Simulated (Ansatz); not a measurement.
**GeH2Cl radical: an energy map over two coordinates**

A grid of calculations on ClGeH2, SMILES [Cl][GeH2], spin multiplicity 2, to see where the energy is lowest and how it rises around there.

Computed with Ansatz 0.2.0. Level: UKS BHLYP-D4/def2-TZVP.

### Step 1. Where the work starts

SMILES `[Cl][GeH2]`, 4 atoms, charge 0, spin multiplicity 2.

Atoms are counted from 1 here; the program's logs count them from 0.

Bond lengths: Cl1–Ge2 2.188 Å, Ge2–H3 1.567 Å, Ge2–H4 1.567 Å. Angles: Cl1–Ge2–H3 106.5°, Cl1–Ge2–H4 106.5°, H3–Ge2–H4 111.1°.

Geometry (Å):

```xyz
4
charge 0, multiplicity 2
Cl   -1.5841    0.3114    1.0074
Ge    0.1051   -0.4690   -0.1438
H     0.0797    0.2667   -1.5274
H     1.3993   -0.1091    0.6638
```

### Step 2. Geometry optimisation

File input.yaml:

```yaml
crystal:
  periodic: [false, false, false]
  atoms:
    - { symbol: Cl, position_ang: [-1.584073, 0.31139, 1.007354] }
    - { symbol: Ge, position_ang: [0.105131, -0.468984, -0.143755] }
    - { symbol: H, position_ang: [0.079673, 0.266728, -1.527417] }
    - { symbol: H, position_ang: [1.399259, -0.109125, 0.663818] }
magnetization:
  spin_polarized: true
  initial_magnetization: 1
basis:
  gaussian: { orbitals: def2-TZVP }
hamiltonian:
  xc: { name: BHLYP }
  dispersion: d4
output:
  forces: true
relax:
  f_tol: 0.003
  max_steps: 120
```

Command:

```console
$ ansatz run input.yaml --threads 1 --pin off --max-ram 2560MiB --backend cpu --events-out ev --progress --plain --runs-dir out
```

The program printed, shortened:

```text
Warning: RAYON_NUM_THREADS=1 ignored (pool sized by the plan → 1); use --threads N
[...]
Functional definition: BHLYP
[...]
690 factors; integrals over basis functions are off by at most 2.3e-4 eV
[...]
mean field -69073.14980984 eV, -2538.3914360491 hartree, gradient 2.0e-5 eV, S^2 0.753024; 0 other end points of the search recorded, 0 dependent functions left out
[...]
reference -69073.14995852 eV, -2538.3914415131 hartree; 26, 25 occupied and 71, 72 virtual orbitals, 690 factors
relax step   1: F+E_penalty+E_count = -69073.24212532 eV  Δ(F+E_penalty+E_count) = +0.000e0 eV  max|allowed force component| = 5.256e-1 eV/Å  Δτ_max = 0.0000 Å  (33 SCF iters, accepted)
[...]
relax step   5: F+E_penalty+E_count = -69073.26359248 eV  Δ(F+E_penalty+E_count) = +6.523e-7 eV  max|allowed force component| = 2.968e-3 eV/Å  Δτ_max = 0.0005 Å  (26 SCF iters, rejected (line search))
[...]
relax step   6: F+E_penalty+E_count = -69073.26359399 eV  Δ(F+E_penalty+E_count) = -8.518e-7 eV  max|allowed force component| = 6.531e-4 eV/Å  Δτ_max = 0.0002 Å  (24 SCF iters, accepted)
690 factors; integrals over basis functions are off by at most 2.3e-4 eV
[...]
mean field -69073.17099958 eV, -2538.3922147577 hartree, gradient 3.0e-5 eV, S^2 0.752732; 1 other end points of the search recorded, 0 dependent functions left out
[...]
reference -69073.17114776 eV, -2538.3922202033 hartree; 26, 25 occupied and 71, 72 virtual orbitals, 690 factors
Total energy: -69073.26374217 eV, -2538.3956229850 hartree
Atom 0 at    -1.564136     0.305025     0.994256 Å, force    -0.000653    -0.000031     0.000388 eV/Å
Atom 1 at     0.108678    -0.449194    -0.142496 Å, force     0.000060     0.000411     0.000034 eV/Å
Atom 2 at     0.076690     0.257521    -1.506953 Å, force     0.000265    -0.000181    -0.000264 eV/Å
Atom 3 at     1.378759    -0.113343     0.655194 Å, force     0.000328    -0.000199    -0.000158 eV/Å
Dipole moment:     0.310111    -0.141412    -0.211008 e Å
```

Run time: 25 s. Hardware: 1 thread of Arm Neoverse V2, shared host; peak memory 0.21 GiB.

The steps of the relaxation:

| step | energy from step 1 (eV) | largest force component (eV/Å) |
| --- | --- | --- |
| 1 | 0.0000 | 0.5256 |
| 2 | -0.0210 | 0.0873 |
| 3 | -0.0214 | 0.0111 |
| 4 | -0.0215 | 0.0036 |
| 5 | -0.0215 | 0.0030 |
| 6 | -0.0215 | 0.0007 |

Bonds that changed most:

| bond | before (Å) | after (Å) | change (Å) |
| --- | --- | --- | --- |
| Ge2–H3 | 1.567 | 1.537 | -0.030 |
| Ge2–H4 | 1.567 | 1.537 | -0.030 |
| Cl1–Ge2 | 2.188 | 2.159 | -0.029 |

### Step 3. Plan of the scan

First coordinate, umbrella angle at Ge2 (between each of its bonds and their common axis; 90 is planar): 13 values from 57.8 to 122.2 °. Second coordinate, change of the bonds Ge2–Cl1, Ge2–H3, Ge2–H4, all alike: 13 values from −0.192 to 0.297 Å.

Nothing else is relaxed (all other coordinates rigid). Energies count from the relaxed molecule at the same level. Points are written as (first, second).

Of the runs on the grid, 1 are shown in the steps below; the others differ only in the two coordinates.

### Step 4. Grid point (111.5°, 0.012 Å)

File input.yaml:

```yaml
crystal:
  periodic: [false, false, false]
  atoms:
    - { symbol: Cl, position_ang: [-1.555383, 0.352877, 0.997193] }
    - { symbol: Ge, position_ang: [0.108678, -0.449194, -0.142496] }
    - { symbol: H, position_ang: [0.079641, 0.292778, -1.501863] }
    - { symbol: H, position_ang: [1.381001, -0.077884, 0.659106] }
magnetization:
  spin_polarized: true
  initial_magnetization: 1
basis:
  gaussian: { orbitals: def2-TZVP }
hamiltonian:
  xc: { name: BHLYP }
  dispersion: d4
output:
  forces: true
```

Command:

```console
$ ansatz run input.yaml --threads 1 --pin off --max-ram 2560MiB --backend cpu --events-out ev --progress --plain --runs-dir out
```

The program printed, shortened:

```text
Warning: RAYON_NUM_THREADS=1 ignored (pool sized by the plan → 1); use --threads N
[...]
[... 1 set-up line as earlier in the session ...]
[...]
640 factors; integrals over basis functions are off by at most 6.6e-4 eV
[...]
mean field -69073.16384813 eV, -2538.3919519467 hartree, gradient 5.8e-5 eV, S^2 0.752951; 0 other end points of the search recorded, 0 dependent functions left out
[...]
reference -69073.16399647 eV, -2538.3919573981 hartree; 26, 25 occupied and 71, 72 virtual orbitals, 640 factors
Total energy: -69073.25659745 eV, -2538.3953604214 hartree
Atom 0 at    -1.555383     0.352877     0.997193 Å, force     0.095815    -0.107965    -0.076220 eV/Å
Atom 1 at     0.108678    -0.449194    -0.142496 Å, force     0.028934     0.385041     0.048620 eV/Å
Atom 2 at     0.079641     0.292778    -1.501863 Å, force    -0.003249    -0.155379     0.111982 eV/Å
Atom 3 at     1.381001    -0.077884     0.659106 Å, force    -0.121501    -0.121698    -0.084382 eV/Å
Dipole moment:     0.314658    -0.169075    -0.218491 e Å
```

Wall time 3.9 s (1 thread of Arm Neoverse V2, shared host); peak memory 0.19 GiB.

On the map this point reads 0.7 kJ/mol.

### Step 5. Energy over the grid

91 points were computed, 78 more follow by symmetry. Energies in kJ/mol, from the relaxed molecule at the same level:

| change of the bonds Ge2–Cl1, Ge2–H3, Ge2–H4, all alike (Å) ↓, umbrella angle at Ge2 (between each of its bonds and their common axis; 90 is planar) (°) → | 57.8 | 63.1 | 68.5 | 73.9 | 79.3 | 84.6 | 90.0 | 95.4 | 100.7 | 106.1 | 111.5 | 116.9 | 122.2 |
| --- | --- | --- | --- | --- | --- | --- | --- | --- | --- | --- | --- | --- | --- |
| 0.297 | 157 | 139 | 134 | 143 | 165 | 200 | 243 | 200 | 165 | 143 | 134 | 139 | 157 |
| 0.256 | 131 | 111 | 105 | 114 | 137 | 173 | 208 | 173 | 137 | 114 | 105 | 111 | 131 |
| 0.215 | 106 | 85 | 79 | 88 | 111 | 145 | 175 | 145 | 111 | 88 | 79 | 85 | 106 |
| 0.174 | 85 | 62 | 55 | 63 | 86 | 119 | 144 | 119 | 86 | 63 | 55 | 62 | 85 |
| 0.134 | 67 | 43 | 35 | 42 | 64 | 96 | 117 | 96 | 64 | 42 | 35 | 43 | 67 |
| 0.093 | 53 | 27 | 18 | 25 | 46 | 75 | 93 | 75 | 46 | 25 | 18 | 27 | 53 |
| 0.052 | 45 | 17 | 6 | 12 | 32 | 58 | 74 | 58 | 32 | 12 | 6 | 17 | 45 |
| 0.012 | 43 | 13 | 1 | 5 | 24 | 48 | 61 | 48 | 24 | 5 | 1 | 13 | 43 |
| −0.029 | 49 | 17 | 3 | 6 | 23 | 44 | 56 | 44 | 23 | 6 | 3 | 17 | 49 |
| −0.070 | 64 | 30 | 14 | 16 | 30 | 50 | 60 | 50 | 30 | 16 | 14 | 30 | 64 |
| −0.110 | 91 | 54 | 36 | 36 | 49 | 66 | 75 | 66 | 49 | 36 | 36 | 54 | 91 |
| −0.151 | 132 | 92 | 72 | 70 | 80 | 95 | 103 | 95 | 80 | 70 | 72 | 92 | 132 |
| −0.192 | 189 | 146 | 124 | 119 | 127 | 140 | 147 | 140 | 127 | 119 | 124 | 146 | 189 |

On the same grid, dipole moment (D):

```tsv
change of the bonds Ge2–Cl1, Ge2–H3, Ge2–H4, all alike (Å) ↓, umbrella angle at Ge2 (between each of its bonds and their common axis; 90 is planar) (°) →	57.8	63.1	68.5	73.9	79.3	84.6	90.0	95.4	100.7	106.1	111.5	116.9	122.2
0.297	3.63	3.44	3.23	3.07	2.97	2.95	2.82	2.95	2.97	3.07	3.23	3.44	3.63
0.256	3.45	3.25	3.05	2.88	2.79	2.77	2.66	2.77	2.79	2.88	3.05	3.25	3.45
0.215	3.27	3.07	2.87	2.71	2.62	2.60	2.50	2.60	2.62	2.71	2.87	3.07	3.27
0.174	3.09	2.89	2.69	2.53	2.45	2.42	2.34	2.42	2.45	2.53	2.69	2.89	3.09
0.134	2.92	2.72	2.52	2.37	2.29	2.26	2.18	2.26	2.29	2.37	2.52	2.72	2.92
0.093	2.75	2.55	2.34	2.20	2.13	2.09	2.03	2.09	2.13	2.20	2.34	2.55	2.75
0.052	2.58	2.37	2.17	2.04	1.97	1.93	1.87	1.93	1.97	2.04	2.17	2.37	2.58
0.012	2.42	2.21	2.01	1.88	1.82	1.78	1.72	1.78	1.82	1.88	2.01	2.21	2.42
−0.029	2.25	2.04	1.85	1.72	1.67	1.63	1.57	1.63	1.67	1.72	1.85	2.04	2.25
−0.070	2.08	1.87	1.69	1.57	1.52	1.48	1.42	1.48	1.52	1.57	1.69	1.87	2.08
−0.110	1.92	1.71	1.53	1.42	1.38	1.33	1.28	1.33	1.38	1.42	1.53	1.71	1.92
−0.151	1.76	1.55	1.38	1.28	1.24	1.19	1.13	1.19	1.24	1.28	1.38	1.55	1.76
−0.192	1.59	1.39	1.23	1.14	1.11	1.05	0.99	1.05	1.11	1.14	1.23	1.39	1.59
```

Energy (kJ/mol) at eleven even steps along the easiest path on the interpolated surface, from its minimum near (68.5°, 0.012 Å): 0, 4, 17, 31, 49, 56, 49, 35, 17, 6, 0.

### Step 6. Results

| quantity | value |
| --- | --- |
| lowest point | (68.5°, 0.012 Å), 0.7 kJ/mol |
| highest computed point | (90.0°, 0.297 Å), 243 kJ/mol above the lowest |
| dipole moment (D) | 0.99 at (90.0°, −0.192 Å) to 3.63 at (57.8°, 0.297 Å); 2.01 at the lowest point |
| time for the whole task | 7.3 min on 1 thread, shared host |

**Reading.** The lowest computed point is at (68.5°, 0.012 Å), 0.7 kJ/mol from the relaxed molecule at the same level; the map holds 2 wells of about this depth. The grid is coarse, so the true minimum lies between grid points and may sit elsewhere than the lowest one. It is the only kind of minimum in the scanned range. The highest computed point, (90.0°, 0.297 Å), lies 243 kJ/mol above the lowest. On the interpolated surface the easiest way out of the lowest well to a well of the same energy at (111.5°, 0.012 Å) passes a barrier of about 56 kJ/mol. Round the minimum the valley is somewhat tilted: raising the first coordinate shifts the best value of the second coordinate downwards (coupling k₁₂/√(k₁₁k₂₂) about 0.1). Between some neighbouring points the energy changes steeply; a change of electronic state there was not ruled out.
